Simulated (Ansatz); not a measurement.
# BLYP/def2-SVP (core potential) run of WCl4O (SMILES O=[W](Cl)(Cl)(Cl)Cl)

Aim: the vertical ionisation energy of WCl4O at BLYP/def2-SVP (core potential), from 2 runs. 

The calculation is run with Ansatz 0.2.0.

### 1 The molecule

WCl4O: 6 atoms, total charge 0, spin state singlet. As SMILES, `O=[W](Cl)(Cl)(Cl)Cl`. The shape is that of a PBE0-D4/def2-TZVP optimisation.

Bond lengths: O1–W2 1.668 Å, W2–Cl3 2.287 Å, W2–Cl4 2.287 Å, W2–Cl5 2.287 Å, W2–Cl6 2.287 Å. Angles: O1–W2–Cl3 104.0°, O1–W2–Cl4 103.9°, O1–W2–Cl5 103.9°, O1–W2–Cl6 103.9°, Cl3–W2–Cl4 152.1°, Cl3–W2–Cl5 86.7°, Cl3–W2–Cl6 86.7°, Cl4–W2–Cl5 86.7°, Cl4–W2–Cl6 86.7°, Cl5–W2–Cl6 152.1°.

### 2 The energy at BLYP/def2-SVP (core potential)

The input, molecule.yaml:

```yaml
crystal:
  periodic: [false, false, false]
  atoms:
    - {symbol: O, position_ang: [-0.010050, -1.747150, 0.186510]}
    - {symbol: W, position_ang: [-0.000510, -0.089070, 0.009510]}
    - {symbol: Cl, position_ang: [1.915280, 0.567920, 1.072290]}
    - {symbol: Cl, position_ang: [-1.910010, 0.350500, -1.170330]}
    - {symbol: Cl, position_ang: [1.129180, 0.249450, -1.950250]}
    - {symbol: Cl, position_ang: [-1.123900, 0.668360, 1.852270]}
basis:
  gaussian:
    orbitals: def2-SVP
output: {orbitals: {seedname: orbitals}}
hamiltonian:
  xc: {name: BLYP}
accuracy: high
```

Started as:

```sh
$ ansatz run molecule.yaml --threads 1 --pin off --max-ram 3480MiB --events-out events.jsonl --progress --plain --runs-dir runs
```

The log of the run:

```text
Warning: RAYON_NUM_THREADS=1 ignored (pool sized by the plan → 1); use --threads N
Functional definition: BLYP
  name "BLYP"
  parameter beta = 0.0042
  parameter a = 0.04918
  parameter b = 0.132
  parameter c = 0.2533
  parameter d = 0.349
  exchange = b88_x(beta = beta)
  correlation = lyp_c(a = a, b = b, c = c, d = d)
2465 factors; integrals over basis functions are off by at most 9.1e-9 eV
mean field evaluation 1: about -53940.8717 eV, gradient 7.6e1 eV
mean field evaluation 2: about -53692.5347 eV, gradient 2.8e2 eV
mean field evaluation 4: about -53949.6572 eV, gradient 3.0e1 eV
mean field evaluation 8: about -53951.9082 eV, gradient 4.9e-1 eV
mean field evaluation 16: about -53951.9009 eV, gradient 6.3e-4 eV
mean field -53951.90092521 eV, -1982.6957890894 hartree, gradient 3.0e-8 eV, S^2 0.000000; 0 other end points of the search recorded, 0 dependent functions left out
reference -53951.90098474 eV, -1982.6957912774 hartree; 45, 45 occupied and 73, 73 virtual orbitals, 2465 factors
Total energy: -53951.90098474 eV, -1982.6957912774 hartree
```

It took 16 s on 1 thread of Arm Neoverse V2, shared host; peak memory 0.38 GiB.

### 3 The doublet cation

The input, job.yaml:

```yaml
crystal:
  periodic: [false, false, false]
  atoms:
    - {symbol: O, position_ang: [-0.010050, -1.747150, 0.186510]}
    - {symbol: W, position_ang: [-0.000510, -0.089070, 0.009510]}
    - {symbol: Cl, position_ang: [1.915280, 0.567920, 1.072290]}
    - {symbol: Cl, position_ang: [-1.910010, 0.350500, -1.170330]}
    - {symbol: Cl, position_ang: [1.129180, 0.249450, -1.950250]}
    - {symbol: Cl, position_ang: [-1.123900, 0.668360, 1.852270]}
basis:
  gaussian: {orbitals: def2-SVP}
magnetization: {spin_polarized: true, initial_magnetization: 1}
output: {orbitals: {seedname: orbitals}}
hamiltonian: {xc: {name: BLYP}}
total_charge: 1
accuracy: high
```

Started as:

```sh
$ ansatz run job.yaml --threads 1 --pin off --max-ram 3480MiB --events-out events.jsonl --progress --plain --runs-dir runs
```

The log of the run, cut to the lines that bear on the results:

```text
Warning: RAYON_NUM_THREADS=1 ignored (pool sized by the plan → 1); use --threads N
[... 9 set-up lines as earlier in the session ...]
2462 factors; integrals over basis functions are off by at most 9.1e-9 eV
mean field evaluation 1: about -53927.6555 eV, gradient 6.1e1 eV
mean field evaluation 2: about -53689.4812 eV, gradient 1.8e2 eV
mean field evaluation 4: about -53932.8531 eV, gradient 4.4e1 eV
mean field evaluation 8: about -53941.8119 eV, gradient 1.6e0 eV
mean field evaluation 16: about -53941.8220 eV, gradient 5.6e-3 eV
mean field evaluation 32: about -53941.8220 eV, gradient 7.7e-8 eV
mean field evaluation 64: about -53941.1578 eV, gradient 4.1e-3 eV
mean field -53941.82202253 eV, -1982.3253962477 hartree, gradient 7.7e-8 eV, S^2 0.753514; 5 other end points of the search recorded, 0 dependent functions left out
reference -53941.82208435 eV, -1982.3253985197 hartree; 45, 44 occupied and 73, 74 virtual orbitals, 2462 factors
Total energy: -53941.82208435 eV, -1982.3253985197 hartree
```

Run time: 83 s. Hardware: 1 thread of Arm Neoverse V2, shared host; peak memory 0.52 GiB.

### 4 What came out

Level: BLYP/def2-SVP (core potential).

```
                                          quantity           value
                       singlet WCl4O: total energy  -1982.69579 Eh
                        singlet WCl4O: HOMO energy        -7.31 eV
                        singlet WCl4O: LUMO energy        -5.26 eV
                      singlet WCl4O: HOMO–LUMO gap         2.06 eV
                      doublet cation: total energy  -1982.32540 Eh
doublet cation: HOMO energy (highest over α and β)       -13.39 eV
 doublet cation: LUMO energy (lowest over α and β)       -12.84 eV
                              doublet cation: ⟨S²⟩           0.754
vertical ionisation energy (to the doublet cation)       10.079 eV
```

What this shows: The vertical ionisation energy comes to 10.08 eV (232 kcal/mol). −ε(HOMO) before ionisation, 7.31 eV, is 2.77 eV below this ionisation energy.
